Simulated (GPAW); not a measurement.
The system is WS.

```xyz
2
Lattice="-2.1565 2.1565 2.4747 2.1565 -2.1565 2.4747 2.1565 2.1565 -2.4747" Properties=species:S:1:pos:R:3 pbc="T T T"
W     0.0000    0.0000    2.4747
S     0.0000    0.0000    0.0000
```

The cell was built by a generator and needn't be a form met in nature.

Base run:

* Program: GPAW 26.7.0
* Functional: r2SCAN
* Potentials or basis: GPAW PAW data sets (gpaw-data 1.2.1)
* Cutoff: 600 eV
* Basis: pw
* k mesh: 8 × 8 × 8
* Occupations: fermi-dirac, width 0.05 eV
* Spin: no spin polarisation
* Hubbard terms: W d U = 6 eV

Its results: band gap on the k mesh none (metal or under the smearing width); pressure -14.1 GPa.

Problem. After a change of settings the same cell gave: band gap on the k mesh none (metal or under the smearing width); pressure -11.7 GPa. Which change was it?
A. hubbard terms from W d U = 6 eV to none
B. hubbard terms from W d U = 6 eV to W d U = 2 eV
C. hubbard terms from W d U = 6 eV to W d U = 8 eV

Solution. C.

Caveats: the PAW data sets were made with another functional, which shifts forces and pressure a little; U without spin polarisation on a metal has little footing.
